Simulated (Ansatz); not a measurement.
**BrFGeH4: search for a transition state**

Wanted: the transition state of a four-centre ligand exchange (form Ge1–F7, Br2–H6 and break Ge1–Br2, H6–F7). The guess is relaxed with those distances held, a saddle search follows, and vibrations and two downhill relaxations check it.

Program: Ansatz 0.2.0, Gaussian basis. Level of theory: PBE0-D4, def2-SVP first, then def2-TZVP. These are calculated values, not measurements.

152 further runs of the same task are left out: 152 set aside as unsound or not needed. Runs told in other sessions of the task aren't counted.

## 1. The starting structure

The guess: 7 atoms, charge 0, spin multiplicity 1.

Atoms are counted from 1 here; the program's logs count them from 0.

Bond lengths: Ge1–Br2 2.615 Å, Ge1–H3 1.500 Å, Ge1–H4 1.537 Å, Ge1–H5 1.500 Å, Br2–H6 1.485 Å. Angles: Br2–Ge1–H3 111.2°, Br2–Ge1–H4 88.5°, Br2–Ge1–H5 110.3°, H3–Ge1–H4 108.3°, H3–Ge1–H5 124.0°, H4–Ge1–H5 108.4°, Ge1–Br2–H6 68.6°.

Geometry (Å):

| atom | x (Å) | y (Å) | z (Å) |
| --- | --- | --- | --- |
| Ge1 | -0.60170 | 0.07110 | -0.44660 |
| Br2 | 0.42050 | 0.31310 | 1.94800 |
| H3 | -0.75670 | -1.37130 | -0.82830 |
| H4 | -1.94170 | 0.56890 | 0.11770 |
| H5 | -0.04930 | 1.12630 | -1.35840 |
| H6 | 1.42690 | -0.18770 | 0.97700 |
| F7 | 1.50200 | -0.52040 | -0.40940 |

Distances that are to change: Ge1–F7 2.19 Å, Br2–H6 1.49 Å, Ge1–Br2 2.61 Å, H6–F7 1.43 Å.

## 2. Relaxing the guess with the reacting distances held

Contents of hold/in.yaml:

```yaml
crystal:
  periodic: [false, false, false]
  atoms:
    - {symbol: Ge, position_ang: [-0.601700, 0.071100, -0.446600]}
    - {symbol: Br, position_ang: [0.420500, 0.313100, 1.948000]}
    - {symbol: H, position_ang: [-0.756700, -1.371300, -0.828300]}
    - {symbol: H, position_ang: [-1.941700, 0.568900, 0.117700]}
    - {symbol: H, position_ang: [-0.049300, 1.126300, -1.358400]}
    - {symbol: H, position_ang: [1.426900, -0.187700, 0.977000]}
    - {symbol: F, position_ang: [1.502000, -0.520400, -0.409400]}
basis:
  gaussian: {orbitals: def2-SVP}
hamiltonian: {xc: pbe0, dispersion: d4}
relax: {f_tol: 0.04, max_steps: 150, escape_saddle: false, constraints: [{distance: [0, 6]}, {distance: [1, 5]}, {distance: [0, 1]}, {distance: [5, 6]}]}
```

The run is started by

```
$ ansatz run in.yaml --threads 4 --pin off --events-out ev --progress --plain --max-ram 9574MiB
```

The program printed, shortened:

```text
Functional definition: PBE0
  name "PBE0"
  cite "Adamo & Barone, J. Chem. Phys. 110, 6158 (1999) doi:10.1063/1.478522"
  cite "Perdew, Burke & Ernzerhof, Phys. Rev. Lett. 77, 3865 (1996) doi:10.1103/PhysRevLett.77.3865"
  parent pbe
[...]
1029 factors; integrals over basis functions are off by at most 3.7e-4 eV
[...]
mean field -129310.05504570 eV, -4752.0568734263 hartree, gradient 5.0e-5 eV, S^2 0.000000; 0 other end points of the search recorded, 0 dependent functions left out
[...]
reference -129310.05506889 eV, -4752.0568742784 hartree; 40, 40 occupied and 58, 58 virtual orbitals, 1029 factors
relax step   1: F+E_penalty+E_count = -129310.16165233 eV  Δ(F+E_penalty+E_count) = +0.000e0 eV  max|allowed force component| = 4.736e-1 eV/Å  Δτ_max = 0.0000 Å  (25 SCF iters, accepted)
[...]
relax step   2: F+E_penalty+E_count = -129310.21405763 eV  Δ(F+E_penalty+E_count) = -5.241e-2 eV  max|allowed force component| = 1.225e-1 eV/Å  Δτ_max = 0.1269 Å  (29 SCF iters, accepted)
[...]
relax step   3: F+E_penalty+E_count = -129310.21778973 eV  Δ(F+E_penalty+E_count) = -3.732e-3 eV  max|allowed force component| = 3.147e-2 eV/Å  Δτ_max = 0.0338 Å  (29 SCF iters, accepted)
  distance Ge 0 - F 6 held at 2.185591 Å   reaction = +1.0804e0 eV/Å
  distance Br 1 - H 5 held at 1.485423 Å   reaction = -1.2349e0 eV/Å
  distance Ge 0 - Br 1 held at 2.614874 Å   reaction = -3.9183e-1 eV/Å
  distance H 5 - F 6 held at 1.427737 Å   reaction = +1.2436e0 eV/Å
1029 factors; integrals over basis functions are off by at most 3.7e-4 eV
[...]
mean field -129310.11163346 eV, -4752.0589529879 hartree, gradient 1.3e-5 eV, S^2 0.000000; 1 other end points of the search recorded, 0 dependent functions left out
[...]
reference -129310.11165675 eV, -4752.0589538438 hartree; 40, 40 occupied and 58, 58 virtual orbitals, 1029 factors
Total energy: -129310.21781302 eV, -4752.0628550147 hartree
Atom 0 at    -0.565247     0.060959    -0.449116 Å, force     0.888076    -0.325176    -0.336494 eV/Å
Atom 1 at     0.401104     0.321300     1.966656 Å, force    -0.726216     0.457736     1.137336 eV/Å
Atom 2 at    -0.813661    -1.375942    -0.914887 Å, force     0.006469     0.010580     0.003803 eV/Å
Atom 3 at    -1.884023     0.569187     0.191690 Å, force     0.031467    -0.005455     0.016986 eV/Å
Atom 4 at    -0.106493     1.125426    -1.448896 Å, force    -0.000599    -0.011171     0.008131 eV/Å
Atom 5 at     1.428485    -0.180375     1.018346 Å, force     0.946436    -0.712508    -1.991553 eV/Å
Atom 6 at     1.539835    -0.520555    -0.363795 Å, force    -1.145632     0.585994     1.161790 eV/Å
Dipole moment:    -0.383710     0.131439     0.096815 e Å
```

Wall time 5.5 s (4 threads of Arm Neoverse V2, shared host).

Along the way:

| step | energy from step 1 (eV) | largest force component (eV/Å) |
| --- | --- | --- |
| 1 | 0.0000 | 0.4736 |
| 2 | -0.0524 | 0.1225 |
| 3 | -0.0561 | 0.0315 |

Close pairs (by a distance rule), those that changed most:

| bond | before (Å) | after (Å) | change (Å) |
| --- | --- | --- | --- |
| Ge1–H5 | 1.500 | 1.531 | +0.031 |
| Ge1–H3 | 1.500 | 1.531 | +0.031 |
| Ge1–H4 | 1.537 | 1.552 | +0.015 |
| Ge1–Br2 | 2.615 | 2.615 | +0.000 |
| Br2–H6 | 1.485 | 1.485 | +0.000 |

## 3. Force constants to start from

Contents of hessian/in.yaml:

```yaml
crystal:
  periodic: [false, false, false]
  atoms:
    - {symbol: Ge, position_ang: [-0.565247, 0.060959, -0.449116]}
    - {symbol: Br, position_ang: [0.401104, 0.321300, 1.966656]}
    - {symbol: H, position_ang: [-0.813661, -1.375942, -0.914887]}
    - {symbol: H, position_ang: [-1.884023, 0.569187, 0.191690]}
    - {symbol: H, position_ang: [-0.106493, 1.125426, -1.448896]}
    - {symbol: H, position_ang: [1.428485, -0.180375, 1.018346]}
    - {symbol: F, position_ang: [1.539835, -0.520555, -0.363795]}
basis:
  gaussian: {orbitals: def2-SVP}
hamiltonian: {xc: pbe0, dispersion: d4}
phonons: {}
scf: {lower_state_search: off}
```

The run is started by

```
$ ansatz run in.yaml --threads 4 --pin off --events-out ev --progress --plain --max-ram 9574MiB
```

The program printed, shortened:

```text
[... 5 set-up lines as earlier in the session ...]
[...]
1029 factors; integrals over basis functions are off by at most 3.7e-4 eV
[...]
mean field -129310.11163163 eV, -4752.0589529207 hartree, gradient 1.6e-6 eV, S^2 0.000000; 0 other end points of the search recorded, 0 dependent functions left out
[...]
reference -129310.11165493 eV, -4752.0589537770 hartree; 40, 40 occupied and 58, 58 virtual orbitals, 1029 factors
[... from here to the last solve, the lines of the solves are left out (41 solves) ...]
1029 factors; integrals over basis functions are off by at most 3.7e-4 eV
mean field -129310.10871540 eV, -4752.0588457513 hartree, gradient 2.2e-6 eV, S^2 0.000000; 0 other end points of the search recorded, 0 dependent functions left out
[...]
WARN: phonons: modes at or below zero, which the zero-point energy, F, S and C_V leave out: 1, the lowest at -695.59 cm⁻¹. A minimum has none, and a first-order saddle one
[...]
Total energy: -129310.21781120 eV, -4752.0628549479 hartree
Atom 0 at    -0.565247     0.060959    -0.449116 Å, force     0.888083    -0.325172    -0.336487 eV/Å
Atom 1 at     0.401104     0.321300     1.966656 Å, force    -0.726223     0.457743     1.137358 eV/Å
Atom 2 at    -0.813661    -1.375942    -0.914887 Å, force     0.006468     0.010581     0.003802 eV/Å
Atom 3 at    -1.884023     0.569187     0.191690 Å, force     0.031473    -0.005457     0.016980 eV/Å
Atom 4 at    -0.106493     1.125426    -1.448896 Å, force    -0.000603    -0.011176     0.008134 eV/Å
Atom 5 at     1.428485    -0.180375     1.018346 Å, force     0.946429    -0.712510    -1.991565 eV/Å
Atom 6 at     1.539835    -0.520555    -0.363795 Å, force    -1.145626     0.585990     1.161777 eV/Å
Dipole moment:    -0.383709     0.131439     0.096814 e Å
Vibrations: -695.59 89.41 162.89 318.10 367.47 568.52 635.27 663.49 804.20 913.67 924.52 1928.72 2100.90 2186.57 2217.95 cm⁻¹, zero-point energy 0.860556 eV
Checks for a lower state left out: stability, starts, cluster_reference, orbital_swaps, neighbouring_geometries, increment
```

Run time: 37 s. Hardware: 4 threads of Arm Neoverse V2, shared host.

The structure is not stationary yet, so these wavenumbers are no spectrum; the search needs only the force constants.

## 4. Saddle search in the small basis

The search itself is an outer loop (partitioned rational-function steps, Bofill update of the Hessian). Each step is one single-point run with forces. It stops when the largest force is under 0.04 eV/Å and the followed curvature is negative. The first step's input:

Contents of presaddle/in.yaml:

```yaml
crystal:
  periodic: [false, false, false]
  atoms:
    - {symbol: Ge, position_ang: [-0.565247, 0.060959, -0.449116]}
    - {symbol: Br, position_ang: [0.401104, 0.321300, 1.966656]}
    - {symbol: H, position_ang: [-0.813661, -1.375942, -0.914887]}
    - {symbol: H, position_ang: [-1.884023, 0.569187, 0.191690]}
    - {symbol: H, position_ang: [-0.106493, 1.125426, -1.448896]}
    - {symbol: H, position_ang: [1.428485, -0.180375, 1.018346]}
    - {symbol: F, position_ang: [1.539835, -0.520555, -0.363795]}
basis:
  gaussian: {orbitals: def2-SVP}
hamiltonian: {xc: pbe0, dispersion: d4}
output: {forces: true}
scf: {lower_state_search: off}
```

The run is started by

```
$ ansatz run in.yaml --threads 4 --pin off --events-out ev --progress --plain --max-ram 9574MiB
```

The driver's record:

| step | energy (eV) | largest force (eV/Å) | followed curvature (eV/Å²) |
| --- | --- | --- | --- |
| 1 | -129310.21778 | 1.9916 | -7.19 |
| 2 | -129310.64196 | 0.9100 | -7.25 |
| 3 | -129310.70246 | 1.2084 | -8.28 |
| 4 | -129310.75205 | 0.3525 | -9.04 |
| 5 | -129310.75637 | 0.2408 | -8.59 |
| 6 | -129310.76501 | 0.1435 | -8.35 |
| 7 | -129310.77600 | 0.5078 | -8.34 |
| 8 | -129310.80663 | 0.4217 | -8.72 |
| 9 | -129310.82505 | 0.7274 | -8.64 |
| 10 | -129310.86580 | 0.4488 | -8.55 |
| 11 | -129310.87794 | 0.5155 | -6.52 |
| 12 | -129310.87174 | 0.2696 | -4.88 |
| 13 | -129310.88060 | 0.3153 | -4.67 |
| 14 | -129310.89213 | 0.3635 | -4.79 |
| 15 | -129310.88315 | 0.5085 | -0.63 |
| 16 | -129310.88416 | 0.2449 | -1.76 |
| 17 | -129310.88974 | 0.2279 | -1.36 |
| 18 | -129310.88989 | 0.1134 | -1.78 |
| 19 | -129310.89108 | 0.1268 | -0.58 |
| 20 | -129310.89292 | 0.2429 | -4.26 |
| 21 | -129310.89528 | 0.1871 | -3.33 |
| 22 | -129310.89530 | 0.1940 | -3.17 |
| 23 | -129310.89438 | 0.0578 | -3.94 |
| 24 | -129310.89390 | 0.0734 | -3.46 |
| 25 | -129310.89390 | 0.0912 | -3.85 |
| 26 | -129310.89445 | 0.0413 | -3.60 |
| 27 | -129310.89464 | 0.0276 | -3.59 |

The 27 steps took 25 s in all (4 threads of Arm Neoverse V2, shared host).

## 5. Saddle search in triple zeta

The search itself is an outer loop (partitioned rational-function steps, Bofill update of the Hessian). Each step is one single-point run with forces. It stops when the largest force is under 0.01 eV/Å and the followed curvature is negative. The first step's input:

Contents of saddle/in.yaml:

```yaml
crystal:
  periodic: [false, false, false]
  atoms:
    - {symbol: Ge, position_ang: [-0.540983, 0.055506, -0.478270]}
    - {symbol: Br, position_ang: [0.703816, 1.106663, 1.753734]}
    - {symbol: H, position_ang: [-0.623735, -1.074973, -1.525955]}
    - {symbol: H, position_ang: [-1.779413, -0.009761, 0.414981]}
    - {symbol: H, position_ang: [-0.170795, 1.362756, -1.173798]}
    - {symbol: H, position_ang: [1.306876, -0.398521, 0.899048]}
    - {symbol: F, position_ang: [1.104233, -1.041670, 0.110259]}
basis:
  gaussian: {orbitals: def2-TZVP}
hamiltonian: {xc: pbe0, dispersion: d4}
output: {forces: true}
scf: {lower_state_search: off}
```

The run is started by

```
$ ansatz run in.yaml --threads 4 --pin off --events-out ev --progress --plain --max-ram 9574MiB
```

Step by step:

| step | energy (eV) | largest force (eV/Å) | followed curvature (eV/Å²) |
| --- | --- | --- | --- |
| 1 | -129329.95323 | 0.0718 | -3.59 |
| 2 | -129329.95456 | 0.0478 | -3.88 |
| 3 | -129329.95462 | 0.0216 | -3.87 |
| 4 | -129329.95432 | 0.0474 | -3.88 |
| 5 | -129329.95469 | 0.0153 | -3.88 |
| 6 | -129329.95457 | 0.0352 | -3.88 |
| 7 | -129329.95474 | 0.0081 | -3.87 |

The 7 steps took 12 s in all (4 threads of Arm Neoverse V2, shared host).

Geometry at the end of the search:

```xyz
7
charge 0, multiplicity 1
Ge   -0.5429    0.0555   -0.4822
Br    0.7060    1.1165    1.7434
H    -0.6103   -1.0750   -1.5251
H    -1.7706   -0.0116    0.4200
H    -0.1748    1.3689   -1.1624
H     1.2926   -0.4044    0.8946
F     1.0999   -1.0499    0.1117
```

Followed mode, largest move set to 1: F7 (-0.80, 0.60, -0.02); Br2 (0.62, 0.04, 0.71); H6 (-0.29, 0.84, 0.04); H3 (-0.50, -0.30, -0.63).

[end of part 1 of 2]
